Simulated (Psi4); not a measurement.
# CH4FSSn (SMILES [CH3][Sn]([F])[SH]) at UMP2/def2-SVPD (density fitting, core potential, density fitting for correlation, sweep point 1)

We compute the energy of CH4FSSn. 

The calculation is run with Psi4 1.11.

5 further runs of the same task are left out: 5 set aside as unsound or not needed.

**1. Starting point**

CH4FSSn: 8 atoms, total charge 0, spin state doublet. SMILES: `[CH3][Sn]([F])[SH]`. The coordinates come from a PBE0-D4/def2-TZVP relaxation. This is one conformer, not always the lowest.

Bond lengths: C1–Sn2 2.168 Å, Sn2–F3 1.941 Å, Sn2–S4 2.424 Å, C1–H5 1.088 Å, C1–H6 1.089 Å, C1–H7 1.091 Å, S4–H8 1.345 Å. Angles: C1–Sn2–F3 103.8°, C1–Sn2–S4 109.4°, F3–Sn2–S4 101.7°, Sn2–C1–H5 109.6°, Sn2–C1–H6 109.0°, Sn2–C1–H7 105.6°, Sn2–S4–H8 90.9°, H5–C1–H6 110.8°, H5–C1–H7 110.8°, H6–C1–H7 110.9°.

**2. The energy at UMP2/def2-SVPD (density fitting, core potential, density fitting for correlation, sweep point 1)**

File job.dat:

```
memory 1600 mb

molecule {
  0 2
  C      0.587900     1.174700    -0.623700
  Sn    -0.909800     0.006200     0.421700
  F     -0.136000    -0.268900     2.180400
  S     -0.931500    -2.250500    -0.464200
  H      0.550800     2.206800    -0.281200
  H      0.398800     1.116500    -1.694800
  H      1.545400     0.717400    -0.372000
  H     -1.013300    -2.759300     0.777800
  units angstrom
  symmetry c1
}

set {
  basis           def2-SVPD
  reference       uhf
  scf_type        df
  num_frozen_docc 11
  guess           sad
}

result, w = energy('mp2', return_wfn=True)
```

Command:

```sh
psi4 job.dat job.out -n 1
```

**Question.** What will come out? Wanted: total energy; HOMO energy; LUMO energy; correlation energy; ⟨S²⟩ of the reference determinant.

Answer, from the run:

Level: UMP2/def2-SVPD (density fitting, core potential, density fitting for correlation, sweep point 1), 11 core orbitals frozen.

```
                                                  quantity          value
                                              total energy  -750.93120 Eh
HOMO energy (Hartree–Fock orbitals) (highest over α and β)       -9.11 eV
 LUMO energy (Hartree–Fock orbitals) (lowest over α and β)       -0.33 eV
              correlation energy (11 core orbitals frozen)     -596.7 mEh
                         ⟨S²⟩ of the reference determinant          0.766
```
